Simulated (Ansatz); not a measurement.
# MnSi: the cost of one run

Method: DFT PBE+U, PAW, plane waves, scalar-relativistic; U − J = 4.6 eV on Mn d, in Ansatz 0.2.0.

## Step 1: Starting point

The structure is cubic, space group P2_13 (No. 198). The conventional cell has a = 4.558 Å, b = 4.558 Å, c = 4.558 Å, α = 90.00°, β = 90.00°, γ = 90.00°. Mn (site symmetry 3) is surrounded by 7 Si at 2.31 to 2.54 Å. Around Si (site symmetry 3) lie 7 Mn at 2.31 to 2.54 Å.

Structure file:

```cif
data_structure
_symmetry_space_group_name_H-M 'P2_13'
_symmetry_Int_Tables_number 198
_cell_length_a 4.5580
_cell_length_b 4.5580
_cell_length_c 4.5580
_cell_angle_alpha 90.000
_cell_angle_beta 90.000
_cell_angle_gamma 90.000
_cell_volume 94.69
loop_
_atom_site_label
_atom_site_type_symbol
_atom_site_symmetry_multiplicity
_atom_site_Wyckoff_symbol
_atom_site_fract_x
_atom_site_fract_y
_atom_site_fract_z
_atom_site_occupancy
Mn1 Mn 4 a 0.13800 0.13800 0.13800 1
Si1 Si 4 a 0.84500 0.84500 0.84500 1
```

Labels such as Si8 number the atoms in the order of the input file.

Planned first: parallel moments, plain SCF; opposed moments +-+-, plain SCF; no spin polarisation; spin on, no moments given (the program may seed its own), plain SCF; opposed moments ++-+, plain SCF. What is tried next depends on their ends.

A plain SCF has the search for lower states switched off and ends at the first converged state. 

The total moment includes the space between the atomic spheres.

## Step 2: Parallel moments, plain SCF

Input file input.yaml:

```yaml
crystal:
  lattice:
    - [4.558, 0.0, 0.0]
    - [0.0, 4.558, 0.0]
    - [0.0, 0.0, 4.558]
  atoms:
    - { symbol: Mn, position: [0.138, 0.138, 0.138], spin: 4.5 }
    - { symbol: Mn, position: [0.362, 0.862, 0.638], spin: 4.5 }
    - { symbol: Mn, position: [0.638, 0.362, 0.862], spin: 4.5 }
    - { symbol: Mn, position: [0.862, 0.638, 0.362], spin: 4.5 }
    - { symbol: Si, position: [0.845, 0.845, 0.845] }
    - { symbol: Si, position: [0.655, 0.155, 0.345] }
    - { symbol: Si, position: [0.345, 0.655, 0.155] }
    - { symbol: Si, position: [0.155, 0.345, 0.655] }
magnetization:
  spin_polarized: true
hamiltonian:
  xc: pbe
  pseudopotentials: { kind: paw }
  hubbard: { sites: [{ species: Mn, l: d, u_eff: 4.6 }] }
basis:
  ecutwfc: 420
kpoints:
  mp_grid: { grid: [5, 5, 5] }
scf:
  occupations: { method: fermi_dirac, width: 0.05 }
  lower_state_search: "off"
output:
  forces: true
  stress: true
```

What time and memory should one allow on 2 threads of an x86-64 CPU, shared host?

About 7.2 s, with a peak of 0.46 GiB.
